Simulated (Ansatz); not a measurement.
# C3H7FOSi: the cost of one run

Program: Ansatz 0.2.0. Level of theory: RHF/STO-3G. These are calculated values, not measurements.

### 1 The structure to begin with

Bond lengths: C1–Si2 1.757 Å, Si2–C3 1.797 Å, C3–F4 1.334 Å, Si2–C5 1.845 Å, Si2–O6 1.657 Å, C5–O6 1.401 Å, C1–H7 1.083 Å, C1–H8 1.160 Å, C1–H9 1.142 Å, C3–H10 1.133 Å, C3–H11 1.069 Å, C5–H12 1.111 Å, C5–H13 1.130 Å. Angles (14 of 25 angles, heavy atoms first): C1–Si2–C3 117.6°, C1–Si2–C5 119.4°, C1–Si2–O6 115.7°, C3–Si2–C5 120.3°, C3–Si2–O6 117.0°, C5–Si2–O6 46.8°, Si2–C3–F4 111.1°, Si2–C5–O6 59.5°, Si2–O6–C5 73.7°, Si2–C1–H7 114.3°, Si2–C1–H8 111.1°, Si2–C1–H9 114.0°, Si2–C3–H10 112.4°, Si2–C3–H11 114.9°.

Structure file:

```xyz
13

C    -1.6389    0.3995   -0.3171
Si    0.0607   -0.0182   -0.1634
C     0.4659   -1.5926    0.6032
F     0.0170   -1.6458    1.8578
C     1.3359    1.3080   -0.2982
O     1.0406    0.4923   -1.3984
H    -2.1877   -0.2177   -1.0172
H    -1.7697    1.4821   -0.7129
H    -2.2070    0.4086    0.6731
H     1.5801   -1.7202    0.7639
H     0.1158   -2.4543    0.0755
H     2.2821    1.1627    0.2651
H     0.9255    2.3609   -0.3166
```

### 2 Relaxing the start

The input, input.yaml:

```yaml
crystal:
  periodic: [false, false, false]
  atoms:
    - { symbol: C, position_ang: [-1.6389, 0.3995, -0.3171] }
    - { symbol: Si, position_ang: [0.0607, -0.0182, -0.1634] }
    - { symbol: C, position_ang: [0.4659, -1.5926, 0.6032] }
    - { symbol: F, position_ang: [0.017, -1.6458, 1.8578] }
    - { symbol: C, position_ang: [1.3359, 1.308, -0.2982] }
    - { symbol: O, position_ang: [1.0406, 0.4923, -1.3984] }
    - { symbol: H, position_ang: [-2.1877, -0.2177, -1.0172] }
    - { symbol: H, position_ang: [-1.7697, 1.4821, -0.7129] }
    - { symbol: H, position_ang: [-2.207, 0.4086, 0.6731] }
    - { symbol: H, position_ang: [1.5801, -1.7202, 0.7639] }
    - { symbol: H, position_ang: [0.1158, -2.4543, 0.0755] }
    - { symbol: H, position_ang: [2.2821, 1.1627, 0.2651] }
    - { symbol: H, position_ang: [0.9255, 2.3609, -0.3166] }
basis:
  gaussian: { orbitals: STO-3G }
hamiltonian:
  xc: hf
relax:
  f_tol: 0.02
  max_steps: 40
scf:
  lower_state_search: "off"
```

The run is started by

```bash
$ ansatz run input.yaml --threads 1 --pin off --max-ram 2048MiB --backend cpu --events-out ev --progress --plain --runs-dir out
```

What time and memory should one allow on 1 thread of an x86-64 CPU, shared host?

About 24 s, with a peak of 0.15 GiB.
